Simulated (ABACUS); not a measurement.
**NaTb2Sc2FeO9 in ABACUS: the effect of strain along c**

Crystal: NaTb2Sc2FeO9.

```
Tb Fe Sc Na O
1.0
     3.86027    0.00000    0.00000
     0.00000    3.86027    0.00000
     0.00000    0.00000   11.66168
Tb Fe Sc Na O
2 1 2 1 9
Cartesian
  0.0000 0.0000 9.5745
  0.0000 0.0000 2.0872
  1.9301 1.9301 0.0000
  1.9301 1.9301 3.9357
  1.9301 1.9301 7.7260
  0.0000 0.0000 5.8308
  0.0000 1.9301 0.0000
  1.9301 0.0000 0.0000
  1.9301 1.9301 10.0019
  1.9301 1.9301 1.6598
  0.0000 1.9301 3.3574
  0.0000 1.9301 8.3043
  1.9301 0.0000 3.3574
  1.9301 0.0000 8.3043
  1.9301 1.9301 5.8308
```

The cell was built by a generator and needn't be a form met in nature.

The cell isn't the ideal one: cell strained by -0.06 along c.

Alike in all runs:

```yaml
Program: ABACUS 3.10.1
Task: relaxation of the atoms
Functional: PBE
Potentials_or_basis: PseudoDojo NC SR 0.4.1 PBE standard, lanthanides 3+ (f in core)
Cutoff: 1361 eV
Density_cutoff: 5442 eV
Basis: DZP LCAO (the cutoffs set its grid)
k_mesh: 5 × 5 × 2
Occupations: fermi-dirac, width 0.05 eV
Spin: collinear spin, ferromagnetic start
Starting_moments: "[0.0, 0.0, 3.0, 0.0, 0.0, 0.0, 0.0, 0.0, 0.0, 0.0, 0.0, 0.0, 0.0, 0.0, 0.0] μB"
Radial_cutoff_of_the_potentials_pseudo_rcut: 10 bohr
Optimiser: ASE BFGS
Force_threshold: 0.01 eV/Å
Max_steps: 60
Cell_moves: no
```

Each run relaxes the cell or the atoms first.

```csv
strain along c,moment (μB)
-0.06,?
-0.03,3.44
0,3.71
0.03,3.72
0.06,3.72
```

What does the run with strain along c -0.06 give?

Moment 2.94 μB.

Worked out: A parabola through the other rows of the moment, of slope 14.1 μB per unit of strain along c there, extrapolates to 3.10 μB, against the run's 2.94. The fit is too stiff a form for this range.

Caveats: the atomic orbitals were generated for these runs and aren't a published set; the magnetic or orbital state may not be the lowest; a cell with one magnetic atom can't hold antiferromagnetic order, which such compounds often take.
